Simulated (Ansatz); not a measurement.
# CsZn: the cost of one run

Program: Ansatz 0.2.0. Level of theory: DFT PBE, scalar-relativistic, plane waves, PAW. These are calculated values, not measurements.

### 1 The starting structure

Symmetry: F-43m, No. 216, cubic system. Conventional cell: a = 6.431 Å, b = 6.431 Å, c = 6.431 Å, α = 90.00°, β = 90.00°, γ = 90.00°. Cs (site symmetry -43m) has 4 Zn at 2.78 Å as nearest neighbours. Zn (site symmetry -43m) has 4 Cs at 2.78 Å as nearest neighbours.

As a file:

```cif
data_structure
_symmetry_space_group_name_H-M 'P 1'
_symmetry_Int_Tables_number 1
_cell_length_a 4.5475
_cell_length_b 4.5475
_cell_length_c 4.5475
_cell_angle_alpha 60.000
_cell_angle_beta 60.000
_cell_angle_gamma 60.000
_cell_volume 66.50
loop_
_atom_site_label
_atom_site_type_symbol
_atom_site_fract_x
_atom_site_fract_y
_atom_site_fract_z
_atom_site_occupancy
Cs1 Cs 0.00000 0.00000 0.00000 1
Zn1 Zn 0.75000 0.75000 0.75000 1
```

This is candidate A: zinc blende type (F-43m, No. 216).

(A quick probe on a coarse mesh, which set the mesh and smearing, is not shown.)

### 3 Rough relaxation on the coarse mesh (candidate A)

input.yaml

```yaml
crystal:
  lattice:
    - [0.0, 3.2155508388, 3.2155508388]
    - [3.2155508388, 0.0, 3.2155508388]
    - [3.2155508388, 3.2155508388, 0.0]
  atoms:
    - { symbol: Cs, position: [0.0, 0.0, 0.0] }
    - { symbol: Zn, position: [0.75, 0.75, 0.75] }
basis:
  ecutwfc: 420
kpoints:
  mp_grid: { grid: [6, 6, 6] }
hamiltonian:
  xc: pbe
scf:
  occupations: { method: gaussian, width: 0.1 }
  lower_state_search: "off"
output:
  forces: true
  stress: true
  eigenvalues: true
relax:
  adjacent_minimum: "off"
  f_tol: 0.04
  max_steps: 70
  cell: { stress_tol: 0.4 }
```

On the command line:

```sh
ansatz run input.yaml --threads 1 --pin off --max-ram 2560MiB --backend cpu --events-out ev --progress --plain --runs-dir out
```

What time and memory should one allow on 1 thread of Arm Neoverse V1, shared host?

About 39 s, with a peak of 0.4 GiB.
